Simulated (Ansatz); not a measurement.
**MgTi: how the settings move a single-point run**

Question: which choices in the input matter for MgTi?

Program: Ansatz 0.2.0. Level of theory: reference: DFT, LDA, PAW with Ansatz's default frozen-core files, scalar-relativistic. These are calculated values, not measurements.

### 1 The starting structure

It takes space group P-6m2 (No. 187, hexagonal). The conventional cell has a = 2.894 Å, b = 2.894 Å, c = 5.259 Å, α = 90.00°, β = 90.00°, γ = 120.00°. Around Mg (site symmetry -6m2) lie 6 Mg at 2.89 Å and 6 Ti at 3.12 Å. Ti (site symmetry -6m2) is surrounded by 6 Ti at 2.89 Å and 6 Mg at 3.12 Å.

Coordinates:

```cif
data_structure
_symmetry_space_group_name_H-M 'P 1'
_symmetry_Int_Tables_number 1
_cell_length_a 2.8943
_cell_length_b 2.8943
_cell_length_c 5.2589
_cell_angle_alpha 90.000
_cell_angle_beta 90.000
_cell_angle_gamma 120.000
_cell_volume 38.15
loop_
_atom_site_label
_atom_site_type_symbol
_atom_site_fract_x
_atom_site_fract_y
_atom_site_fract_z
_atom_site_occupancy
Mg1 Mg 0.00000 0.00000 0.00000 1
Ti1 Ti 0.66667 0.33333 0.50000 1
```

### 2 The reference run

Input file input.yaml:

```yaml
crystal:
  lattice:
    - [2.8943431265, 0.0, 0.0]
    - [-1.4471715632, 2.5065746748, 0.0]
    - [0.0, 0.0, 5.258921]
  atoms:
    - { symbol: Mg, position: [0.0, 0.0, 0.0] }
    - { symbol: Ti, position: [0.6666666667, 0.3333333333, 0.5] }
magnetization:
  spin_polarized: true
  initial_magnetization: 0.0
  spin_locking: { lock_magnetization: hard }
kpoints:
  mp_grid: { grid: [13, 13, 6] }
scf:
  occupations: { method: fermi_dirac, width: 0.03 }
  lower_state_search: "off"
hamiltonian:
  xc: lda
  pseudopotentials: { kind: paw }
output:
  forces: true
  stress: true
  eigenvalues: true
  write_density: true
  write_potential: true
  elf: true
  volumetric_format: npy
```

Started as:

```
$ ansatz run input.yaml --threads 1 --pin off --max-ram 3072MiB --backend cpu --events-out ev --progress --plain --runs-dir out
```

The main lines of its log:

```text
[...]
Basis set: ecut = 420 eV, 737 PW (Γ)
[...]
k-points: 84 of 1014 (time reversal used)
[...]
SCF iter   1: F=—  HF=-4351.734619 eV  |F-HF|=—  |Δ(HF+E_count)|=         —  Δρ=1.76e-2 (↑1.76e-2 ↓1.76e-2)  dr2=1.06e0  dr2_m=0.00e0  M=0.000 μB ∫|m|=0.000 μB  β_m=0.30  ethr=3.10e-3  ⟨swp⟩=5.5  Hψ=5745  notcnv=0
preconditioner: auto → none  [metal: Δε(μ)=0.008 eV  Ē_g=3.794 eV  σ=0.030 eV  W_gap=0.06  n_scr=4 (ndim 8)  ℏωp=14.7 eV  f_vac=0.000  D(μ)=1.58/eV (n_scr^D=10)  sad-step TF]
SCF iter   2: F=—  HF=-4351.600223 eV  |F-HF|=—  |Δ(HF+E_count)|=   1.34e-1  Δρ=1.20e-2 (↑1.20e-2 ↓1.20e-2)  dr2=6.50e-1  dr2_m=0.00e0  M=0.000 μB ∫|m|=0.000 μB  β_m=0.59  ethr=3.10e-3  ⟨swp⟩=2.0  Hψ=2237  notcnv=0
[...]
SCF iter   7: F=—  HF=-4351.435027 eV  |F-HF|=—  |Δ(HF+E_count)|=   2.67e-6  Δρ=1.35e-5 (↑1.35e-5 ↓1.35e-5)  dr2=2.64e-7  dr2_m=0.00e0  M=0.000 μB ∫|m|=0.000 μB  β_m=0.82  ethr=2.31e-8  ⟨swp⟩=2.0  Hψ=2183  notcnv=0
SCF iter   8: F=-4351.435027 eV  HF=-4351.435027 eV  |F-HF|=2.08e-8  |Δ(HF+E_count)|=   1.32e-7  Δρ=3.63e-6 (↑3.63e-6 ↓3.63e-6)  dr2=2.13e-8  dr2_m=0.00e0  M=0.000 μB ∫|m|=0.000 μB  ethr=4.55e-10  ⟨swp⟩=8.0  Hψ=7211  notcnv=0
[...]
SCF converged after 8 iterations
[...]
Magnetization: 0.0000 μB (11.0000 up, 11.0000 down)
[...]
Free energy (F): -4351.435027 eV
[...]
E sigma→0 (E₀):  -4351.432195 eV
[...]
Fermi energy:    9.119561 (↑ 9.119561, ↓ 9.119561) eV
[...]
  P = ⅓ Tr σ = -4.7517 GPa (-47.517 kbar)
[...]
```

It took 7.7 s on 1 thread of Arm Neoverse V1, shared host; peak memory 0.35 GiB.

### 3 Changing settings: hubbard.sites [{species: Ti, l: d, u_eff: 1.0}], hubbard.double_counting fll

Edit input.yaml of step 2 so:

```diff
@@ -20,2 +20,3 @@
   pseudopotentials: { kind: paw }
+  hubbard: { sites: [{ species: Ti, l: d, u_eff: 1.0 }], double_counting: fll }
 output:
@@ -24,5 +25 @@
   eigenvalues: true
-  write_density: true
-  write_potential: true
-  elf: true
-  volumetric_format: npy
```

Started as:

```
$ ansatz run input.yaml --threads 1 --pin off --max-ram 3072MiB --backend cpu --events-out ev --progress --plain --runs-dir out
```

Log, cut to the lines that bear on the results:

```text
Warning: output.stress: scf.convergence.dr2_threshold = 1e-7 eV (the SCF's general default) is looser than the 2e-10 eV advised for a printed stress (1e-10 eV for each atom of the cell: 2). What an SCF threshold leaves in a stress goes as its square root, and in the free energy as the [...]
Mg: projections on atomic orbitals take those of the free atom [He] 2s2 2p6 3s2, of charge +0.00 (hamiltonian.pseudopotentials.projection_atoms); the dataset's partial waves leave at most 2.0e-8 of an orbital's norm unspanned inside its sphere
Ti: projections on atomic orbitals take those of the free atom [Ne] 3s2 3p6 3d2 4s2, of charge +0.00 (hamiltonian.pseudopotentials.projection_atoms); the dataset's partial waves leave at most 4.1e-7 of an orbital's norm unspanned inside its sphere
[...]
Pseudopotentials: kind: paw
Pseudopotential: Mg, paw, valence charge 10, recommended cutoff 420 eV (normal)
Pseudopotential: Ti, paw, valence charge 12, recommended cutoff 420 eV (normal)
Functional definition: SPW92
[...]
Crystal: 2 atoms, lattice volume = 38.153 Å³
Basis set: ecut = 420 eV, 737 PW (Γ)
Bands: 15, of which v1, the nominal top of the filled ones, is band 11 counted from 1 (10 counted from 0)
Symmetry: 12 space group operations
Space group: P-6m2 (ITA 187), of the structure as read, at distance tolerance 3.4e-5 Å
k-points: 84 of 1014 (time reversal used)
[...]
SCF iter   1: F=—  HF=-4350.587536 eV  |F-HF|=—  |Δ(HF+E_count)|=         —  Δρ=1.96e-2 (↑1.96e-2 ↓1.96e-2)  dr2=9.51e-1  dr2_m=0.00e0  M=0.000 μB ∫|m|=0.000 μB  β_m=0.30  ethr=3.10e-3  ⟨swp⟩=5.5  Hψ=5744  notcnv=0
[...]
SCF iter   8: F=-4350.356194 eV  HF=-4350.356194 eV  |F-HF|=3.29e-8  |Δ(HF+E_count)|=   2.31e-7  Δρ=7.28e-6 (↑7.28e-6 ↓7.28e-6)  dr2=3.72e-8  dr2_m=0.00e0  M=0.000 μB ∫|m|=0.000 μB  ethr=4.55e-10  ⟨swp⟩=3.7  Hψ=5383  notcnv=0
[...]
SCF converged after 8 iterations
Stability checked in part: among states of this total moment the steps that led to this state did not find it unstable. No probe was made; neither looks for a lower state of another moment (fixed_total_moment; see scf.lower_state_search)
Magnetization: 0.0000 μB (11.0000 up, 11.0000 down)
Absolute magnetization: 0.0000 μB (∫|ρ↑−ρ↓|)
Spin contamination: 0.0000 ħ² per cell (⟨S²⟩ above its minimum at these occupations)
Per-site moments (μB) at R_I (Å): [(0.0, 1.1939165396769926), (0.0, 1.1939165396769926)]
Free energy (F): -4350.356194 eV
[...]
E sigma→0 (E₀):  -4350.353304 eV
Entropy (-TS):   -0.005780 eV (-2.890 meV/atom)
Fermi energy:    9.186420 (↑ 9.186420, ↓ 9.186420) eV
[...]
--- Forces (eV/Å), atoms counted from 1 ---
  atom   1  Mg     0.00000000     0.00000000     0.00000000
  atom   2  Ti    -0.00000000    -0.00000000    -0.00000000
[...]
--- Stress (GPa, compression-positive) ---
       -4.114766      -0.000000       0.000000
       -0.000000      -4.114766       0.000000
        0.000000       0.000000      -4.080053
  P = ⅓ Tr σ = -4.1032 GPa (-41.032 kbar)
--- Band table (eV; the first three rows and the last of 168) ---
  k-point 0 ↑: bands = ["-65.4014", "-47.1406", "-32.8134", "-32.8134", "-32.7857", "-23.7795", "-23.3565", "-23.3565", "2.4277", "6.8528", "7.8527", "10.3030", "10.3030", "11.7942", "11.7942"]
[...]
Occupation matrices written to <dir>
```

Run time: 7.8 s. Hardware: 1 thread of Arm Neoverse V1, shared host; peak memory 0.37 GiB.

Changing the Hubbard U moves the energy by +539.4 meV/atom, and the pressure goes from -4.8 to -4.1 GPa. The U term adds an energy of its own, so the shift says nothing about which run is better.

### 4 All runs together

```tsv
run	ending	energy change	pressure (GPa)	gap (eV)	force (eV/Å)	cycles	time
reference	converged	0	-4.8	0.00	0.00	8	7.7 s
1: hubbard.sites [{species: Ti, l: d, u_eff: 1.0}], hubbard.double_counting fll	converged	+539.4 meV/atom (U changed: no physical gain or loss)	-4.1	0.00	0.00	8	7.8 s
```

Times don't compare one to one where runs were asked for different outputs or read a saved state (see the inputs); cycles may leave out searches for a lower state.

Residual by cycle in the longest SCF loop of each run; runs are numbered as in the table. The quantity is the density residual dr2, in eV.

```tsv
cycle	reference	run 1
1	1.06	0.951
2	0.65	0.589
3	1.63	2.16
4	0.00449	0.005
5	7.2e-4	0.00229
6	5.1e-6	9.2e-5
7	2.6e-7	1.2e-6
8	2.1e-8	3.7e-8
```

Changing the Hubbard U moves the energy by +539.4 meV/atom, and the pressure goes from -4.8 to -4.1 GPa. The U term adds an energy of its own, so the shift says nothing about which run is better. A changed U is a change of model: its shifts are not errors of convergence.
